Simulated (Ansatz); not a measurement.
# C4H14NSbSi: basis-set convergence

One table from this session's results is given with a row withheld; the runs are named, their logs left out.

The runs use Ansatz 0.2.0, Gaussian basis; one geometry, several basis sets.

The runs, in order: PBE0-D4/def2-SVP; ωB97M-V/def2-SVP; PBE0-D4/def2-QZVPP; ωB97M-V/def2-QZVPP; the functionals' def2-TZVPP values are taken from earlier runs.

1 further run of the same task is left out (for a known fault of the program).

## Structure used throughout

The geometry comes from an earlier relaxation with PBE0-D4 in a triple-zeta def2 set; it is a stationary point, not always the lowest conformer. Sb takes the def2 core potential; no spin-orbit term is included.

21 atoms, charge 0, spin multiplicity 1.

Atoms are counted from 1 here; the program's logs count them from 0.

Bond lengths: C1–C2 1.519 Å, C1–H8 1.093 Å, C1–H9 1.094 Å, C1–H10 1.094 Å, C2–Sb3 2.172 Å, C2–H11 1.092 Å, C2–H12 1.092 Å, Sb3–Si4 2.581 Å, Sb3–N5 2.075 Å, Si4–H13 1.490 Å, Si4–H14 1.488 Å, Si4–H15 1.489 Å, N5–C6 1.447 Å, N5–C7 1.446 Å, C6–H16 1.097 Å, C6–H17 1.104 Å, C6–H18 1.093 Å, C7–H19 1.092 Å and more. Angles: C2–C1–H8 111.8°, C2–C1–H9 111.1°, C2–C1–H10 111.9°, H8–C1–H9 107.2°, H8–C1–H10 107.4°, H9–C1–H10 107.2°, C1–C2–Sb3 112.8°, C1–C2–H11 110.8°, C1–C2–H12 112.0°, Sb3–C2–H11 106.9°, Sb3–C2–H12 105.9°, H11–C2–H12 108.1°, C2–Sb3–Si4 91.9°, C2–Sb3–N5 94.0°, Si4–Sb3–N5 91.3°, Sb3–Si4–H13 110.8°, Sb3–Si4–H14 110.7°, Sb3–Si4–H15 109.9° and more.

The first run:

in.yaml reads:

```yaml
crystal:
  periodic: [false, false, false]
  atoms:
    - {symbol: C, position_ang: [1.251605, -1.398387, -2.381835]}
    - {symbol: C, position_ang: [1.339691, -0.653875, -1.061226]}
    - {symbol: Sb, position_ang: [-0.243916, 0.811492, -0.814431]}
    - {symbol: Si, position_ang: [-2.058661, -1.023281, -0.803076]}
    - {symbol: N, position_ang: [-0.142955, 0.788711, 1.258137]}
    - {symbol: C, position_ang: [-1.229394, 1.509939, 1.884413]}
    - {symbol: C, position_ang: [1.132663, 1.241545, 1.767505]}
    - {symbol: H, position_ang: [0.336128, -1.991773, -2.452623]}
    - {symbol: H, position_ang: [2.093375, -2.086325, -2.503268]}
    - {symbol: H, position_ang: [1.265978, -0.716907, -3.236936]}
    - {symbol: H, position_ang: [2.286686, -0.115231, -0.982582]}
    - {symbol: H, position_ang: [1.260061, -1.328300, -0.205844]}
    - {symbol: H, position_ang: [-2.493293, -1.346461, -2.190963]}
    - {symbol: H, position_ang: [-3.257507, -0.571828, -0.045275]}
    - {symbol: H, position_ang: [-1.524190, -2.260189, -0.170075]}
    - {symbol: H, position_ang: [-1.213052, 1.327412, 2.966260]}
    - {symbol: H, position_ang: [-1.186041, 2.603563, 1.738360]}
    - {symbol: H, position_ang: [-2.193683, 1.157967, 1.508646]}
    - {symbol: H, position_ang: [1.951930, 0.670375, 1.324787]}
    - {symbol: H, position_ang: [1.170193, 1.077239, 2.851846]}
    - {symbol: H, position_ang: [1.329882, 2.315017, 1.595184]}
basis:
  gaussian: {orbitals: def2-SVP}
hamiltonian: {xc: pbe0, dispersion: d4}
output: {orbitals: {seedname: orbitals}}
```

On the command line:

```console
$ ansatz run in.yaml --threads 4 --pin off --events-out ev --progress --plain --max-ram 63488MiB --backend cpu
```

Among the steps run: PBE0-D4 in def2-SVP; ωB97M-V in def2-SVP; PBE0-D4 in def2-QZVPP; ωB97M-V in def2-QZVPP.

One of the session's tables, all rows but one given; the rest of the session is left out.

It belongs to the step «Density functionals: the series». 

| functional | basis | HOMO (eV) |
| --- | --- | --- |
| PBE0-D4 | def2-SVP | -5.59 |
| PBE0-D4 | def2-TZVPP | -5.73 |
| PBE0-D4 | def2-QZVPP | -5.75 |
| ωB97M-V | def2-SVP | -7.69 |
| ωB97M-V | def2-TZVPP | ? |
| ωB97M-V | def2-QZVPP | -7.86 |

**Question.** Estimate the row for ωB97M-V, def2-TZVPP.

As computed: HOMO (eV): -7.84. In the column «HOMO (eV)» it lies between ωB97M-V, def2-QZVPP (-7.86) and ωB97M-V, def2-SVP (-7.69).
